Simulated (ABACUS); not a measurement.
Crystal: Ba2Tl5V3O12.

```xyz
22
Lattice="4.2370 2.4462 6.1284 -4.2370 2.4462 6.1284 0.0000 -4.8924 6.1284" Properties=species:S:1:pos:R:3 pbc="T T T"
Ba    0.0000    0.0000    9.1926
Ba    0.0000    0.0000    0.0000
V     0.0000    2.4462    6.1284
V    -2.1185   -1.2231    6.1284
V     2.1185   -1.2231    6.1284
Tl    0.0000   -2.4462    3.0642
Tl    2.1185    1.2231    3.0642
Tl   -2.1185    1.2231    3.0642
Tl    0.0000    0.0000   13.6133
Tl    0.0000    0.0000    4.7719
O     2.6932   -0.0671    7.4143
O    -1.2885    2.3659    7.4143
O    -1.4047   -2.2988    7.4143
O    -1.4047    2.2988   10.9708
O     2.6932    0.0671   10.9708
O    -1.2884   -2.3659   10.9708
O    -2.6932    0.0671   10.9708
O     1.2884   -2.3659   10.9708
O     1.4047    2.2988   10.9708
O     1.4047   -2.2988    7.4143
O    -2.6932   -0.0671    7.4143
O     1.2885    2.3659    7.4143
```

The cell was built by a generator and needn't be a form met in nature.

Alike in all runs: program ABACUS 3.10.1; functional PBE; potentials or basis PseudoDojo NC SR 0.4.1 PBE standard; cutoff 1361 eV; density cutoff 5442 eV; basis DZP LCAO (the cutoffs set its grid); k mesh 3 × 3 × 3; occupations fermi-dirac, width 0.05 eV.

The same cell was started in several ways:

| start | free energy over the lowest (meV/atom) | net moment (μB) | site or absolute moments (μB) | gap |
| --- | --- | --- | --- | --- |
| collinear spin, ferromagnetic start of up to 2 μB; fixed moment 3.5 | 25.5 | 3.50 | Ba +0.00, +0.01; V +0.56; Tl +0.14, +0.12; O +0.09 | - |
| collinear spin, ferromagnetic start of up to 2 μB; fixed moment 6 | 86.0 | 6.00 | Ba +0.01, +0.03; V +0.78; Tl +0.28, +0.33; O +0.18 | - |
| collinear spin, ferromagnetic start of up to 2 μB | 0.0 | -1.17 | Ba -0.01, +0.00; V -0.46; Tl -0.00, -0.05; O +0.03 | none (metal or under the smearing width) |
| collinear spin, ferromagnetic start of up to 2 μB; fixed moment 4.5 | 46.7 | 4.50 | Ba +0.01; V +0.63; Tl +0.20, +0.19; O +0.14 | - |
| collinear spin, ferromagnetic start of up to 2 μB; fixed moment 7 | 123.1 | 7.00 | Ba +0.01, +0.05; V +0.90; Tl +0.32, +0.41; O +0.21 | - |
| collinear spin, ferromagnetic start of up to 2 μB; fixed moment 1 | 0.1 | 1.00 | Ba +0.01, -0.00; V +0.44; Tl -0.01, +0.04; O -0.03 | - |
| collinear spin, ferromagnetic start of up to 2 μB; fixed moment 2 | 2.2 | 2.00 | Ba +0.01; V +0.52; Tl +0.06, +0.07; O +0.01 | - |

Runs with fixed or held moments lie higher by the price of the constraint. A still lower state may exist.

Caveats: the atomic orbitals were generated for these runs and aren't a published set; this release of the barium file is off; the basis of atomic orbitals isn't converged, which shifts pressures, moduli and gaps; the total moment is fixed, so each spin has its own Fermi level (some runs); the moment is held away from its start (some runs); semilocal functionals often make such compounds metallic where correlation or magnetic order opens a gap, which also shifts bond lengths (some runs).
